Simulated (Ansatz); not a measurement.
Working through a geometry optimisation of B2Cl2H3NS, SMILES NB(Cl)B(S)Cl

Program: Ansatz 0.2.0, Python API.

Run as a notebook:

In [1]:
```python
import itertools

import ansatz as az
from ase.data import atomic_numbers, covalent_radii
import numpy as np
import pandas as pd
```

In [2]:
```python
config = {
    "basis": "6-31G*",
    "functional": "PBE",
}

molecule = (
    az.Crystal.molecule()
    .atom("N", (0.5681, -1.6439, 0.3622))
    .atom("B", (0.8853, -0.2546, -0.2563))
    .atom("Cl", (2.609, 0.0772, -0.7394))
    .atom("B", (-0.1952, 0.9334, -0.4946))
    .atom("S", (-2.0587, 0.5904, -0.0292))
    .atom("Cl", (0.192, 2.5707, -1.2163))
    .atom("H", (-0.1883, -2.0238, -0.2534))
    .atom("H", (0.1244, -1.3988, 1.2763))
    .atom("H", (-1.8481, 1.1032, 1.3336))
)
```

In [3]:
```python
calculation = (
    molecule.calculation()
    .basis(gaussian=config["basis"])
    .functional(config["functional"])
)
symbols = [site.symbol for site in molecule.cartesian_sites]
start = np.array([site.position_ang for site in molecule.cartesian_sites], dtype=float)
def progress(event):
    if event["event"] == "relax_step":
        row = event["data"]
        print(f"step {row['step']:3d}  E = {row['lagrangian_ev']:.6f} eV  largest force component {row['allowed_force_max_ev_ang']:.4f} eV/A")


summary = calculation.relax(force_tolerance=0.02).session().plan().execute(on_event=progress).report
end = np.array(summary["positions_ang"])

for key in ("converged", "free_energy_ev", "reference_energy_ev", "n_frozen", "n_occupied", "n_virtual"):
    print(f"{key:22s} {summary[key]}")
```
```text
step   1  E = -38753.472280 eV  largest force component 3.0226 eV/A
step   2  E = -38753.874977 eV  largest force component 1.4319 eV/A
step   3  E = -38753.958222 eV  largest force component 0.3024 eV/A
step   4  E = -38753.998064 eV  largest force component 0.3636 eV/A
step   5  E = -38754.140815 eV  largest force component 1.2493 eV/A
step   6  E = -38754.429422 eV  largest force component 1.3319 eV/A
step   7  E = -38754.764502 eV  largest force component 1.2731 eV/A
step   8  E = -38755.149093 eV  largest force component 1.1824 eV/A
step   9  E = -38755.479706 eV  largest force component 1.0138 eV/A
step  10  E = -38755.663140 eV  largest force component 0.8016 eV/A
step  11  E = -38755.805775 eV  largest force component 0.4646 eV/A
step  12  E = -38755.837830 eV  largest force component 1.2246 eV/A
step  13  E = -38755.895977 eV  largest force component 0.4687 eV/A
step  14  E = -38755.864055 eV  largest force component 0.4493 eV/A
step  15  E = -38755.917256 eV  largest force component 0.0689 eV/A
step  16  E = -38755.918215 eV  largest force component 0.0263 eV/A
step  17  E = -38755.918451 eV  largest force component 0.0394 eV/A
step  18  E = -38755.918738 eV  largest force component 0.0270 eV/A
step  19  E = -38755.918864 eV  largest force component 0.0182 eV/A
converged              True
free_energy_ev         -38755.91889648072
reference_energy_ev    -38755.91889648072
n_frozen               0
n_occupied             [35, 35]
n_virtual              [73, 73]
```

In [4]:
```python
# pairs closer than 1.2 times the sum of covalent radii, before or after
radius = [covalent_radii[atomic_numbers[s]] for s in symbols]
span = lambda where, i, j: np.linalg.norm(where[i] - where[j])
bonded = [(i, j) for i, j in itertools.combinations(range(len(symbols)), 2) if min(span(start, i, j), span(end, i, j)) < 1.2 * (radius[i] + radius[j])]
print("pair        before    after (A)")
for i, j in bonded:
    print(f"{symbols[i]}{i}-{symbols[j]}{j}".ljust(10), f"{span(start, i, j):8.4f} {span(end, i, j):8.4f}")
for first, second in list(itertools.combinations(bonded, 2)):
    shared = set(first) & set(second)
    if shared and symbols[(j := shared.pop())] != "H":
        i, k = sorted((set(first) | set(second)) - {j})
        u, v = end[i] - end[j], end[k] - end[j]
        angle = np.degrees(np.arccos(np.clip(u @ v / np.linalg.norm(u) / np.linalg.norm(v), -1, 1)))
        print(f"final angle {symbols[i]}{i}-{symbols[j]}{j}-{symbols[k]}{k}: {angle:.2f} deg")
```
```text
pair        before    after (A)
N0-B1        1.5535   1.4014
N0-H6        1.0466   1.0204
N0-H7        1.0452   1.0189
B1-Cl2       1.8206   1.7942
B1-B3        1.6235   1.7055
B3-S4        1.9511   1.8065
B3-Cl5       1.8307   1.7730
S4-H8        1.4712   1.3633
final angle B1-N0-H6: 123.32 deg
final angle B1-N0-H7: 122.41 deg
final angle N0-B1-Cl2: 117.66 deg
final angle N0-B1-B3: 121.85 deg
final angle H6-N0-H7: 114.26 deg
final angle Cl2-B1-B3: 120.49 deg
final angle B1-B3-S4: 117.35 deg
final angle B1-B3-Cl5: 121.66 deg
final angle S4-B3-Cl5: 120.99 deg
final angle B3-S4-H8: 99.74 deg
```

In [5]:
```python
charges = summary["charge_distribution"]
table = pd.DataFrame({"atom": symbols, "mulliken": charges["mulliken_charges_e"], "lowdin": charges["lowdin_charges_e"]})
print(table.round(3).to_string())
print("dipole (e A):", np.round(charges["dipole_moment_e_ang"], 4) + 0.0)
with open("b2cl2h3ns_opt.xyz", "w") as handle:
    handle.write(f"{len(symbols)}\nrelaxed B2Cl2H3NS\n")
    handle.writelines(f"{s:2s} {x:11.6f} {y:11.6f} {z:11.6f}\n" for s, (x, y, z) in zip(symbols, end))
```
```text
  atom  mulliken  lowdin
0    N    -0.692  -0.178
1    B     0.280  -0.498
2   Cl    -0.156   0.198
3    B    -0.074  -0.566
4    S    -0.097   0.202
5   Cl    -0.078   0.244
6    H     0.339   0.251
7    H     0.343   0.254
8    H     0.135   0.094
dipole (e A): [-0.2929 -0.3541  0.446 ]
```

It writes `b2cl2h3ns_opt.xyz`:
```text
9
relaxed B2Cl2H3NS
N     0.595703   -1.554871    0.361570
B     0.728906   -0.379081   -0.389224
Cl    1.977943   -0.350065   -1.676978
B    -0.259272    0.982946   -0.111243
S    -2.020514    0.688592    0.162603
Cl    0.407749    2.625315   -0.078056
H     1.180365   -2.379145    0.220583
H    -0.085063   -1.648235    1.113869
H    -2.437317    1.968345    0.379775
```

Caveats:
- Total energies depend on the basis set; only differences at equal settings carry meaning.
- The end point is the stationary point reached from this start; no frequency run checks that it is a minimum, and the basis set is modest.
- The Löwdin charges here are taken after orthogonalising the functions within each atom; they differ from plain Löwdin charges, and their signs can be unphysical.
- It ran for 94 s on 1 thread of Arm Neoverse V1, with other jobs on the host, peak memory 0.27 GiB.

(Lines on the test bed's own set-up are left out of the output.)
